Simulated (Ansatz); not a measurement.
**GdSn (CsCl type): equation of state**

The task here is to estimate one member of a computed series from the others.

Method: DFT PBE+U (U_eff = 6 eV on Gd 4f), scalar-relativistic, plane waves, PAW, in Ansatz 0.2.0.

1 further run of the same task is left out (it didn't finish). Runs told in other sessions of the task aren't counted.

## The system as given

Symmetry: Pm-3m, No. 221, cubic system. Conventional cell: a = 3.825 Å, b = 3.825 Å, c = 3.825 Å, α = 90.00°, β = 90.00°, γ = 90.00°. Gd (site symmetry m-3m) has 8 Sn at 3.31 Å in its first shell of neighbours. Sn (site symmetry m-3m) has 8 Gd at 3.31 Å in its first shell of neighbours.

As a file:

```
Gd Sn
1.0
     3.82467    0.00000    0.00000
     0.00000    3.82467    0.00000
     0.00000    0.00000    3.82467
Gd Sn
1 1
Direct
  0.00000 0.00000 0.00000
  0.50000 0.50000 0.50000
```

An earlier run at PBE+U (U_eff = 6 eV on Gd 4f) left this cell at 27.974 Å³/atom and 0.00 GPa (8×8×8 mesh).

Volume factors to run: 0.980, 1.020, 0.960, 1.040, 1.070, 1.100, 0.945.

Set-up of the first run:

Input file input.yaml:

```yaml
crystal:
  lattice:
    - [3.798997111, 0.0, 0.0]
    - [0.0, 3.798997111, 0.0]
    - [0.0, 0.0, 3.798997111]
  atoms:
    - { symbol: Gd, position: [0.0, 0.0, 0.0], spin: 8.03 }
    - { symbol: Sn, position: [0.5, 0.5, 0.5] }
basis:
  ecutwfc: 420
  ecutrho_ratio: 4
kpoints:
  mp_grid: { grid: [8, 8, 8] }
hamiltonian:
  xc: pbe
  hubbard:
    sites:
      - { species: Gd, l: f, u_eff: 6.0, starting_ns: start.occupation_matrices }
    ns_hold: { iters: 6 }
scf:
  occupations: { method: gaussian, width: 0.05 }
  lower_state_search: "off"
output:
  forces: true
  stress: true
  eigenvalues: true
  populations: true
  hubbard: { sites: [{ species: Gd, l: f }] }
magnetization:
  spin_polarized: true
```

start.occupation_matrices holds the open shells' occupation matrices from the neighbouring geometry.

Command:

```
> ansatz run input.yaml --threads 2 --pin off --max-ram 2662MiB --backend cpu --events-out ev --progress --plain --runs-dir out
```

Among the steps run: At 0.980 of the relaxed volume; At 1.020 of the relaxed volume; At 0.960 of the relaxed volume; Volume × 1.040; Volume × 1.070; Volume × 1.100; At 0.945 of the relaxed volume.

One of the session's tables, all rows but one given; the rest of the session is left out.

It belongs to the step «The fit». 

```
volume (Å³/atom)  energy (meV/atom)  pressure (GPa)
          26.435              16.53            3.68
          26.855                  ?               ?
          27.414               2.00            1.21
          27.974               0.00            0.00
          28.533               1.96           -1.09
          29.093               7.49           -2.08
          29.932              21.82           -3.39
          30.771              42.56           -4.51
```

**Question.** Estimate the row for volume (Å³/atom) = 26.855.

Worked estimate for «energy (meV/atom)». A straight line through the neighbours (26.435, 16.53) and (27.414, 2.00) gives 16.53 + (2.00 − 16.53) × (26.855 − 26.435) / (27.414 − 26.435) = 10.30; a parabola fitted to 3 rows on both sides gives 8.58.

**Answer.** energy (meV/atom): 8.44; pressure (GPa): 2.56. In «energy (meV/atom)» the line misses by +1.86 and the parabola by +0.14.

Limits of these values: Warnings in the runs' records: filled band counts differ across k points, stability check not made.
